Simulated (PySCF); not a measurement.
# Pb3 (Pb32+): the cost of one run

Program: PySCF 2.14.0. Level of theory: PBE, Pb def2-SVP with ECP60; scalar-relativistic core potentials, no spin–orbit coupling. These are calculated values, not measurements.

2 further runs of the same task are left out: 2 for a known fault of the program.

## 1. Starting geometry

3 atoms, charge 2, spin multiplicity 3.

Bond lengths: Pb1–Pb2 3.214 Å, Pb1–Pb3 3.214 Å. Angles: Pb2–Pb1–Pb3 73.8°.

As a file:

```xyz
3
charge 2, multiplicity 3
Pb    1.7135   -0.0006    0.0000
Pb   -0.8563    1.9296    0.0000
Pb   -0.8572   -1.9289    0.0000
```

An earlier session relaxed this geometry at PBE, Pb def2-SVP with ECP60 (triplet, point group C2v).

Its energy there is -578.110560 Eh.

## 2. Atoms moved at random, σ = 0.06 Å

Contents of run.py (the lines that set the calculation):

```python
mol = gto.M(atom='''
Pb     1.72870    -0.04439    -0.06998
Pb    -0.79674     2.00722     0.08275
Pb    -0.93196    -1.96284    -0.01277''',
    basis={'Pb': 'def2-SVP'},
    ecp={'Pb': 'def2-SVP'},
    charge=2, spin=2)
mf = dft.UKS(mol, xc='PBE')
mf.grids.atom_grid = (50, 194)
mf = mf.density_fit()  # fitting sets: Pb def2-universal-JKFIT
mf.conv_tol = 1e-08; mf.max_cycle = 55
mf.kernel(dm0)  # dm0: the density of the relaxed state
```

The run is started by

```console
> OMP_NUM_THREADS=2 python run.py
```

**Question.** How long does this run take on 2 threads of Arm Neoverse V1, shared host?

About 4.5 s.
